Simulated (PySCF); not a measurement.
# C3H5BrOSi: the cost of one run

Computed with PySCF 2.14.0, with density-fitted response routines of our own, on a single molecule in the gas phase. Atoms are numbered from 0 throughout.

### 1 The starting structure

11 atoms, charge 0, multiplicity 1; geometry from: GFN2-xTB. The atoms were then displaced at random by about 0.01 Å, so the start is not that level's minimum.

Bonds of the start (Å): Br0–C1 1.93, C1–C2 1.47, C2–C3 1.37, C3–Si4 1.86, Si4–O5 1.71, O5–C2 1.39, C1–H6 1.09, C1–H7 1.09, C3–H8 1.10, Si4–H9 1.46, Si4–H10 1.44.

### 2 Optimising the geometry at PBE0-D3(BJ)/def2-SVP

What the job is given:

```
{"job": {"xc": "PBE0", "basis": "def2-SVP", "d3": "d3bj", "grid": 1, "shake": 0.01, "kind": "geom"}, "charge": 0, "multiplicity": 1}
Br    -2.689020    -0.890550     1.031590
C     -1.685010    -0.149350    -0.445090
C     -0.266770    -0.022230    -0.098900
C      0.538650    -0.282350     0.977880
Si     1.944240     0.365190    -0.045950
O      0.582510     0.504570    -1.069670
H     -1.802450    -0.816890    -1.294740
H     -2.085730     0.836920    -0.696190
H      0.214730    -0.686590     1.948100
H      2.421950     1.706260     0.271680
H      2.865020    -0.590830    -0.594370
```

Started as:

```bash
$ OMP_NUM_THREADS=1 python probes_run.py task.json out
```

The driver reads the jobs from task.json and runs them one after another.

Q: Estimate the wall time and peak memory of this first job on 1 thread of Arm Neoverse V2, shared host.

About 68 s, with a peak of 0.51 GiB.
